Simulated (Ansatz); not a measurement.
Write a Python script for the Python package of Ansatz (0.2.0) that makes energies of removing a hydrogen of BGeH₆NSi, SMILES [BH2][GeH]1[NH][SiH2]1. Settings (for the species named): MP2, def2-TZVP basis, multiplicity 1.

```xyz
10

B    -1.6013    0.7954   -1.0041
Ge    0.1824    0.0266   -0.8131
N     0.1208   -1.2362    0.5615
Si    1.1353    0.1046    1.3182
H    -2.1895    0.8121   -2.0827
H    -2.1832    1.3477   -0.0851
H     0.9804   -0.5644   -2.0160
H     0.8911   -1.9548    0.3175
H     0.2509    0.8349    2.3512
H     2.4964   -0.2170    1.4556
```

`bgeh6nsi.py`
```python
import logging
import sys

import ansatz as az

logging.basicConfig(stream=sys.stdout, format="%(name)s: %(message)s")
logger = logging.getLogger("ansatz_job")
logger.setLevel(logging.INFO)


def single_point(molecule, charge=0, unpaired=0):
    calc = molecule.calculation().basis(gaussian="def2-TZVP").correlation("mp2")
    if charge:
        calc = calc.charge(charge)
    if unpaired:
        calc = calc.spin("collinear", total=unpaired)
    return calc.run().report["free_energy_ev"]

GEOMETRY = """
B    -1.60130    0.79540   -1.00410
Ge    0.18240    0.02660   -0.81310
N     0.12080   -1.23620    0.56150
Si    1.13530    0.10460    1.31820
H    -2.18950    0.81210   -2.08270
H    -2.18320    1.34770   -0.08510
H     0.98040   -0.56440   -2.01600
H     0.89110   -1.95480    0.31750
H     0.25090    0.83490    2.35120
H     2.49640   -0.21700    1.45560
"""

def without(molecule, index):
    rest = az.Crystal.molecule()
    for i, site in enumerate(molecule.cartesian_sites):
        if i != index:
            rest = rest.atom(site.symbol, site.position_ang)
    return rest

geometry = az.Crystal.molecule()
for line in GEOMETRY.strip().splitlines():
    symbol, *xyz = line.split()
    geometry = geometry.atom(symbol, [float(v) for v in xyz])

whole = single_point(geometry, 0)
hydrogen = single_point(az.Crystal.molecule().atom("H", (0, 0, 0)), 0, 1)
logger.info(f"E(molecule) = {whole:.5f} eV, E(H) = {hydrogen:.5f} eV")
for index in [5, 6, 7]:
    radical = single_point(without(geometry, index), 0, 1)
    logger.info(f"H{index}: homolysis {23.060548 * (radical + hydrogen - whole):.1f} kcal/mol")
```

```console
$ python bgeh6nsi.py
ansatz_job: E(molecule) = -66601.41741 eV, E(H) = -13.60052 eV
ansatz_job: H5: homolysis 103.7 kcal/mol
ansatz_job: H6: homolysis 80.8 kcal/mol
ansatz_job: H7: homolysis 109.5 kcal/mol
```

Total energies depend on the basis set; only differences at equal settings carry meaning. The geometry is a force-field or estimated start, not a minimum of this method, and the basis set is short of its limit. All parts are taken at fixed geometry, without zero-point energy. Run time: 76 s on 1 thread of Arm Neoverse V2, on a shared host, peak memory 0.55 GiB.
